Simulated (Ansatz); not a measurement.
# GeH₃O (doublet): the correlation ladder, cc-pVDZ

An exercise on one series of results from a longer session: the logs are not shown, and one member is left open.

Method: cc-pVDZ, core rule «outside noble gas», up to 15 orbitals frozen; program: Ansatz 0.2.0, Gaussian basis.

To be run: UHF; CCSD(T) on ROHF; CCSD(T) on UHF; BCCD(T) on ROHF; CISD; CCSDT(Q) on ROHF; CCSDT(Q) on UHF.

16 further runs of the same task are left out: 1 for a known fault of the program, 3 that didn't finish, 12 set aside as unsound or not needed.

**The geometry**

The geometry is a PBE0/def2-TZVP stationary point (not a proven minimum). No spin-orbit coupling is included. The filled d shell of Ge may be among the frozen orbitals whatever the setting's name suggests; the logs give the count.

5 atoms, charge 0, spin multiplicity 2.

Atoms are counted from 1 here; the program's logs count them from 0.

Bond lengths: Ge1–O2 1.795 Å, Ge1–H3 1.537 Å, Ge1–H4 1.536 Å, Ge1–H5 1.536 Å. Angles: O2–Ge1–H3 102.4°, O2–Ge1–H4 109.6°, O2–Ge1–H5 109.6°, H3–Ge1–H4 111.6°, H3–Ge1–H5 111.6°, H4–Ge1–H5 111.5°.

The first run:

File in.yaml:

```yaml
crystal:
  periodic: [false, false, false]
  atoms:
    - {symbol: Ge, position_ang: [0.001596, 0.000000, 0.298312]}
    - {symbol: O, position_ang: [-0.015648, -0.000001, -1.496535]}
    - {symbol: H, position_ang: [1.506240, 0.000114, 0.613871]}
    - {symbol: H, position_ang: [-0.686530, 1.270175, 0.821236]}
    - {symbol: H, position_ang: [-0.686338, -1.270279, 0.821236]}
basis:
  gaussian: {orbitals: cc-pVDZ}
magnetization: {spin_polarized: true, initial_magnetization: 1}
hamiltonian: {xc: hf}
output: {orbitals: {seedname: orbitals}}
```

Launch:

```console
$ ansatz run in.yaml --threads 1 --pin off --events-out ev --progress --plain --max-ram 2393MiB
```

Steps of the session up to this table: UHF; CCSD(T) on ROHF; CCSD(T) on UHF; BCCD(T) on ROHF; CISD; CCSDT(Q) on ROHF; CCSDT(Q) on UHF.

One table of the session follows, with a row left open; its other results are not shown here.

```
   method  from UCCSDT(Q) (meV)
     ROHF               +7796.6
      UHF               +7689.5
     RMP2               +1130.7
     UMP2               +1129.6
    RCCSD                +180.6
    UCCSD                     ?
 RCCSD(T)                 +38.8
 UCCSD(T)                 +38.0
  BCCD(T)                 +37.4
   RCCSDT                 +14.1
   UCCSDT                 +13.2
RCCSDT(Q)                  +1.9
UCCSDT(Q)                     0
```

Q: Estimate the row for UCCSD from the others.

**Answer.** from UCCSDT(Q) (meV): +178.5. In the column «from UCCSDT(Q) (meV)» it lies between RCCSD(T) (+38.8) and RCCSD (+180.6).

Among the levels timed on like hardware and quicker than the yardstick, those that no quicker one beats, quickest first: UCCSD(T) (4.5 s, +38.0 meV); BCCD(T) (6 s, +37.4 meV).

Not comparable, so not listed: CISD (they don't share determinant, frozen orbitals or solution with the rows shown, or repeat one).

Caveats from the session: Restricted and unrestricted rows rest on different reference determinants; where their highest levels disagree by more than a few hundredths of an eV, they describe different states and don't form one ladder.
